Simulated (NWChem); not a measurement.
**C2H6BFO2 (fluorodimethoxyborane) at 5 levels**

Aim: a comparison of 5 runs (HF/STO-3G, HF/3-21G, B3LYP/6-31G*, M06-2X/6-31G*) of C2H6BFO2 (fluorodimethoxyborane). 

The results are computed with NWChem 7.3.0.

## 1. Starting point

The species is C2H6BFO2 (12 atoms), meant as a singlet with charge 0. As SMILES, `COB(F)OC`. The coordinates come from a PBE0-D4/def2-TZVP relaxation. This is one conformer, not always the lowest.

Bond lengths: C1–O2 1.414 Å, O2–B3 1.349 Å, B3–F4 1.335 Å, B3–O5 1.353 Å, O5–C6 1.414 Å, C1–H7 1.093 Å, C1–H8 1.093 Å, C1–H9 1.090 Å, C6–H10 1.092 Å, C6–H11 1.091 Å, C6–H12 1.092 Å. Some angles: C1–O2–B3 120.4°, O2–B3–F4 117.2°, O2–B3–O5 121.5°, F4–B3–O5 121.3°, B3–O5–C6 122.6°, O2–C1–H7 111.2°, O2–C1–H8 111.2°, O2–C1–H9 107.4°, O5–C6–H10 108.9°, O5–C6–H11 111.8°.

## 2. Energy and gradient at HF/STO-3G (run 1)

Input file m1.nw:

```
START m1
memory 2200 mb

GEOMETRY units angstrom noautosym nocenter noautoz
   C     -0.600300    -2.066500    -0.021900
   O     -1.308900    -0.927800     0.425000
   B     -0.746200     0.296300     0.355400
   F     -1.470900     1.328200     0.795100
   O      0.501300     0.473100    -0.138900
   C      1.113500     1.744800    -0.222100
   H     -0.345700    -1.982600    -1.081400
   H      0.322200    -2.205700     0.547400
   H     -1.246600    -2.931500     0.124700
   H      1.366900     1.947100    -1.264600
   H      0.458800     2.535500     0.148600
   H      2.032800     1.733800     0.366700
END

BASIS spherical bse
   C library STO-3G
   O library STO-3G
   B library STO-3G
   F library STO-3G
   H library STO-3G
END

SCF
   singlet
   rhf
   thresh 1e-08
   maxiter 80
   print low
END

TASK scf gradient
```

Started as:

```sh
nwchem m1.nw > m1.out
```

Log:

```text
[...]
  functions       =    36
[...]
  wavefunction    = RHF
[...]
         Total SCF energy =   -348.570228429470
      One-electron energy =   -963.671225183377
      Two-electron energy =    373.185567041601
 Nuclear repulsion energy =    241.915429712307
        Time for solution =      2.7s
[...]
                         RHF ENERGY GRADIENTS
    atom               coordinates                        gradient
                 x          y          z           x          y          z
   1 C      -1.134403  -3.905119  -0.041385   -0.005177  -0.000839   0.001999
   2 O      -2.473462  -1.753288   0.803134    0.011566  -0.003627  -0.005244
   3 B      -1.410114   0.559926   0.671609    0.008597  -0.026193  -0.007179
   4 F      -2.779598   2.509934   1.502521   -0.009501   0.013579   0.005802
   5 O       0.947320   0.894029  -0.262483   -0.000980   0.018472   0.002920
   6 C       2.104210   3.297194  -0.419708    0.004584  -0.001614  -0.002086
   7 H      -0.653278  -3.746571  -2.043550   -0.001543   0.003004   0.001451
   8 H       0.608870  -4.168169   1.034436   -0.001815   0.003102   0.000781
   9 H      -2.355732  -5.539732   0.235649   -0.000388   0.004057   0.000713
  10 H       2.583066   3.679485  -2.389747   -0.001569  -0.003242   0.001565
  11 H       0.867006   4.791400   0.280813   -0.001244  -0.003745   0.000011
[...]
```

Run time: 4.5 s. Hardware: 1 thread of AMD EPYC 7R13 (Zen 3), shared host; peak memory 0.098 GiB.

## 3. Energy and gradient at HF/3-21G (run 2)

Input file test.nw:

```
start test
memory 2200 mb
charge 0

geometry units angstrom noautosym nocenter noautoz
  C       -0.600300      -2.066500      -0.021900
  O       -1.308900      -0.927800       0.425000
  B       -0.746200       0.296300       0.355400
  F       -1.470900       1.328200       0.795100
  O        0.501300       0.473100      -0.138900
  C        1.113500       1.744800      -0.222100
  H       -0.345700      -1.982600      -1.081400
  H        0.322200      -2.205700       0.547400
  H       -1.246600      -2.931500       0.124700
  H        1.366900       1.947100      -1.264600
  H        0.458800       2.535500       0.148600
  H        2.032800       1.733800       0.366700
end

basis spherical bse
  * library 3-21G
end

scf
  thresh 1e-08
  maxiter 80
  noprint "final vectors analysis"
end

task scf gradient
```

Started as:

```sh
nwchem test.nw > test.out
```

Log:

```text
[...]
  functions       =    66
[...]
  wavefunction    = RHF
[...]
         Total SCF energy =   -351.313336000065
      One-electron energy =   -963.829350101063
      Two-electron energy =    370.600584388691
 Nuclear repulsion energy =    241.915429712307
        Time for solution =      3.0s
[...]
                         RHF ENERGY GRADIENTS
    atom               coordinates                        gradient
                 x          y          z           x          y          z
   1 C      -1.134403  -3.905119  -0.041385   -0.010180   0.029702   0.008197
   2 O      -2.473462  -1.753288   0.803134    0.007951  -0.003421  -0.003713
   3 B      -1.410114   0.559926   0.671609    0.009356   0.008222  -0.002860
   4 F      -2.779598   2.509934   1.502521    0.005472  -0.017003  -0.004530
   5 O       0.947320   0.894029  -0.262483    0.002048   0.008886   0.000382
   6 C       2.104210   3.297194  -0.419708   -0.020389  -0.026008   0.005007
   7 H      -0.653278  -3.746571  -2.043550    0.001068   0.000789  -0.007831
   8 H       0.608870  -4.168169   1.034436    0.006250  -0.000921   0.004820
   9 H      -2.355732  -5.539732   0.235649   -0.005020  -0.006223   0.001199
  10 H       2.583066   3.679485  -2.389747    0.001677   0.000792  -0.007561
  11 H       0.867006   4.791400   0.280813   -0.004696   0.005944   0.002683
[...]
```

It took 5.1 s on 1 thread of AMD EPYC 7R13 (Zen 3), shared host; peak memory 0.097 GiB.

## 4. Energy and forces at B3LYP/6-31G(d) (spherical functions) (run 3)

Input file a.nw:

```
START a
TITLE "C2H6BFO2 B3LYP"
memory 2200 mb
charge 0
GEOMETRY units angstrom noautosym nocenter noautoz
C     -0.600300    -2.066500    -0.021900
O     -1.308900    -0.927800     0.425000
B     -0.746200     0.296300     0.355400
F     -1.470900     1.328200     0.795100
O      0.501300     0.473100    -0.138900
C      1.113500     1.744800    -0.222100
H     -0.345700    -1.982600    -1.081400
H      0.322200    -2.205700     0.547400
H     -1.246600    -2.931500     0.124700
H      1.366900     1.947100    -1.264600
H      0.458800     2.535500     0.148600
H      2.032800     1.733800     0.366700
END
BASIS spherical bse
* library 6-31G*
END
DFT
xc b3lyp
mult 1
grid fine
convergence energy 1e-08
maxiter 100
mulliken
END
TASK dft gradient
```

Started as:

```sh
nwchem a.nw > a.out
```

Log:

```text
[...]
          Wavefunction type:  closed shell.
          No. of atoms     :    12
          No. of electrons :    48
[...]
          Charge           :     0
          Spin multiplicity:     1
[...]
          AO basis - number of functions:    96
[...]
              XC Information
              --------------
                         B3LYP Method XC Potential
                     Hartree-Fock (Exact) Exchange  0.200
                        Slater Exchange Functional  0.800 local
                    Becke 1988 Exchange Functional  0.720 non-local
              Lee-Yang-Parr Correlation Functional  0.810
                  VWN I RPA Correlation Functional  0.190 local
[...]
 d= 0,ls=0.0,diis     1   -354.9985643613 -5.97D+02  1.12D-02  9.43D-01     2.5
[...]
 d= 0,ls=0.0,diis    10   -355.1057852344 -2.98D-09  1.46D-07  4.98D-10    19.9
         Total DFT energy =     -355.105785234407
      One electron energy =     -967.164403703182
           Coulomb energy =      415.147703988561
    Exchange-Corr. energy =      -45.004515232094
 Nuclear repulsion energy =      241.915429712307
[...]
      Total Density - Mulliken Population Analysis
     ---------------------------------------------
    Atom       Charge   Shell Charges
 -----------   ------   -------------------------------------------------------
    1 C    6     6.20   2.00  0.68  2.08  0.56  0.82  0.06
    2 O    8     8.41   2.00  0.90  2.97  0.89  1.64  0.02
    3 B    5     4.40   2.00  0.48  1.43  0.07  0.23  0.20
    4 F    9     9.29   2.00  0.93  3.34  0.99  2.02  0.01
    5 O    8     8.43   2.00  0.89  2.97  0.89  1.66  0.02
    6 C    6     6.21   2.00  0.68  2.08  0.56  0.83  0.06
    7 H    1     0.85   0.53  0.32
    8 H    1     0.85   0.53  0.32
    9 H    1     0.84   0.54  0.31
   10 H    1     0.84   0.53  0.31
[...]
  wavefunction    = closed shell
                         DFT ENERGY GRADIENTS
    atom               coordinates                        gradient
                 x          y          z           x          y          z
   1 C      -1.134403  -3.905119  -0.041385   -0.001340   0.002654   0.000897
   2 O      -2.473462  -1.753288   0.803134    0.004598   0.000179  -0.001852
   3 B      -1.410114   0.559926   0.671609    0.000911  -0.000101  -0.000455
   4 F      -2.779598   2.509934   1.502521    0.002927  -0.004780  -0.001835
   5 O       0.947320   0.894029  -0.262483   -0.002140   0.004669   0.001534
   6 C       2.104210   3.297194  -0.419708   -0.001227  -0.003225   0.000116
   7 H      -0.653278  -3.746571  -2.043550   -0.000784   0.000326   0.002066
   8 H       0.608870  -4.168169   1.034436   -0.001954   0.000730  -0.000789
   9 H      -2.355732  -5.539732   0.235649    0.001102   0.002111  -0.000168
  10 H       2.583066   3.679485  -2.389747   -0.000819  -0.000784   0.002172
  11 H       0.867006   4.791400   0.280813    0.000912  -0.001419  -0.000565
[...]
```

Run time: 27 s. Hardware: 1 thread of AMD EPYC 7R13 (Zen 3), shared host; peak memory 0.12 GiB.

Run 4 isn't shown in full; the table further down has it.

## 5. Energy and forces at B3LYP/6-31G(d) (Cartesian functions) (run 5)

Input file run.py:

```python
from ase import Atoms
from ase.calculators.nwchem import NWChem

atoms = Atoms(['C', 'O', 'B', 'F', 'O', 'C', 'H', 'H', 'H', 'H', 'H', 'H'], positions=[
    [-0.600300, -2.066500, -0.021900],
    [-1.308900, -0.927800, 0.425000],
    [-0.746200, 0.296300, 0.355400],
    [-1.470900, 1.328200, 0.795100],
    [0.501300, 0.473100, -0.138900],
    [1.113500, 1.744800, -0.222100],
    [-0.345700, -1.982600, -1.081400],
    [0.322200, -2.205700, 0.547400],
    [-1.246600, -2.931500, 0.124700],
    [1.366900, 1.947100, -1.264600],
    [0.458800, 2.535500, 0.148600],
    [2.032800, 1.733800, 0.366700],
])

calc = NWChem(
    label='nw',
    theory='dft',
    memory='2200 mb',
    basis='6-31G*',
    dft={'xc': 'b3lyp', 'mult': '1', 'grid': 'fine', 'convergence': 'energy 1e-08', 'iterations': '100', 'mulliken': None},
)
atoms.calc = calc

forces = atoms.get_forces()
e = atoms.get_potential_energy()
print(f"E = {e:.6f} eV")
print("forces (eV/A):")
for s, f in zip(atoms.symbols, forces):
    print(f"{s:2s} {f[0]:10.5f} {f[1]:10.5f} {f[2]:10.5f}")
print("dipole (e A):", atoms.get_dipole_moment().round(4))
```

Started as:

```sh
export ASE_NWCHEM_COMMAND="nwchem PREFIX.nwi > PREFIX.nwo"
python run.py
```

Log:

```text
E = -9663.054660 eV
forces (eV/A):
C     0.08228   -0.15843   -0.05456
O    -0.24425    0.00864    0.10084
B    -0.05852    0.02083    0.03029
F    -0.14049    0.22729    0.08773
O     0.10099   -0.25423   -0.07703
C     0.07394    0.18527   -0.00782
H     0.03918   -0.01625   -0.10362
H     0.09796   -0.03661    0.03965
H    -0.05780   -0.10608    0.00941
H     0.04124    0.03954   -0.10999
H    -0.04510    0.07199    0.02818
H     0.11045    0.01810    0.05698
dipole (e A): [ 0.3869 -0.0257 -0.1642]
```

The calculator wrote nw.nwi:

```
title "nw"

permanent_dir nw

scratch_dir nw

start nw

geometry units angstrom nocenter noautosym noautoz
  C  -6.0029999999999994e-01 -2.0665000000000000e+00 -2.1899999999999999e-02
  O  -1.3089000000000000e+00 -9.2779999999999996e-01 4.2499999999999999e-01
  B  -7.4619999999999997e-01 2.9630000000000001e-01 3.5539999999999999e-01
  F  -1.4709000000000001e+00 1.3282000000000000e+00 7.9510000000000003e-01
  O  5.0129999999999997e-01 4.7310000000000002e-01 -1.3890000000000000e-01
  C  1.1134999999999999e+00 1.7447999999999999e+00 -2.2209999999999999e-01
  H  -3.4570000000000001e-01 -1.9825999999999999e+00 -1.0813999999999999e+00
  H  3.2219999999999999e-01 -2.2057000000000002e+00 5.4740000000000000e-01
  H  -1.2465999999999999e+00 -2.9315000000000002e+00 1.2470000000000001e-01
  H  1.3669000000000000e+00 1.9471000000000001e+00 -1.2645999999999999e+00
  H  4.5879999999999999e-01 2.5354999999999999e+00 1.4860000000000001e-01
  H  2.0327999999999999e+00 1.7338000000000000e+00 3.6670000000000003e-01
end

memory 2200 mb

basis noprint
   * library 6-31G*
end

dft
  xc b3lyp
  mult 1
  grid fine
  convergence energy 1e-08
  iterations 100
  mulliken
end

task dft gradient
```

nw.nwo:

```text
Northwest Computational Chemistry Package (NWChem) 7.3.0
             --------------------------------------------------------

           Job information
           ---------------

    nwchem branch   = 7.3.0
    use scalapack   = T
    input           = nw.nwi
    prefix          = nw.
    data base       = nw/nw.db
    status          = startup
    nproc           =        1

           Memory information
           ------------------

    heap     =     72089596 doubles =      550.0 Mbytes
    stack    =     72089601 doubles =      550.0 Mbytes
    global   =    144179200 doubles =     1100.0 Mbytes (distinct from heap & stack)
    total    =    288358397 doubles =     2200.0 Mbytes
    verify   = yes
    hardfail = no

           Directory information
           ---------------------

  0 permanent = nw
  0 scratch   = nw

                                NWChem Input Module
                                -------------------

                                        nw
                                        --

[... 102 lines left out ...]
  convergence criterion.
[... 17 lines left out ...]
          Convergence on gradient requested:  5.00D-04
[... 28 lines left out ...]
          Convergence aids based upon iterative change in
[... 28 lines left out ...]
 1-e energy   =    -962.464147
[... 41 lines left out ...]
         Total DFT energy =     -355.110711787720
[... 2 lines left out ...]
    Exchange-Corr. energy =      -44.959238348817
[... 779 lines left out ...]
          Convergence on energy requested:  1.00D-08
[... 26 lines left out ...]
          Spatial weights used:  Erf1
[... 4 lines left out ...]
          total energy or number of iterations.
[... 18 lines left out ...]
                            NWChem DFT Gradient Module
                            --------------------------

                                        nw

  charge          =   0.00
  wavefunction    = closed shell

                         DFT ENERGY GRADIENTS

    atom               coordinates                        gradient
                 x          y          z           x          y          z
   1 C      -1.134403  -3.905119  -0.041385   -0.001600   0.003081   0.001061
   2 O      -2.473462  -1.753288   0.803134    0.004750  -0.000168  -0.001961
   3 B      -1.410114   0.559926   0.671609    0.001138  -0.000405  -0.000589
[... 8 lines of this table left out ...]
  12 H       3.841435   3.276407   0.692963   -0.002148  -0.000352  -0.001108

                 ----------------------------------------
                 |  Time  |  1-e(secs)   |  2-e(secs)   |
                 ----------------------------------------
                 |  CPU   |       0.01   |       4.26   |
                 ----------------------------------------
                 |  WALL  |       0.01   |       4.26   |
                 ----------------------------------------

 Task  times  cpu:       26.7s     wall:       26.7s
 Total times  cpu:       26.7s     wall:       26.7s
```

Wall time 29 s (1 thread of AMD EPYC 7R13 (Zen 3), shared host); peak memory 0.12 GiB.

## 6. All runs side by side

```
run                                level  iteration cap  module  energy (Eh)  largest force (eV/Å)  wall time
  1                            HF/STO-3G             80     scf  -348.570228                 1.465      4.5 s
  2                             HF/3-21G             80     scf  -351.313336                 1.719      5.1 s
  3   B3LYP/6-31G* (spherical functions)            100     dft  -355.105785                 0.303       27 s
  4  M06-2X/6-31G* (spherical functions)            100     dft  -354.964383                 0.175       33 s
  5   B3LYP/6-31G* (Cartesian functions)            100     dft  -355.110712                 0.284       29 s
```

## 7. What came out

```
                       quantity          value
            run 5: total energy  -355.11071 Eh
           run 5: dipole moment         2.02 D
             run 5: HOMO energy       -7.88 eV
             run 5: LUMO energy        2.26 eV
           run 5: HOMO–LUMO gap       10.14 eV
run 5: largest force on an atom     0.284 eV/Å
```

Over runs 2, 3, 4, 5 the dipole moment (its size) runs from 2.02 D (B3LYP/6-31G*) to 2.69 D (HF/3-21G). The two ends differ in method and basis. Over runs 3, 4, 5 the HOMO–LUMO gap runs from 10.14 eV (B3LYP/6-31G*) to 13.30 eV (M06-2X/6-31G*). Totals of different functionals can't be ranked against each other. In run 1 the basis is minimal, so the values are rough. All runs together took 98 s, the longest 33 s.
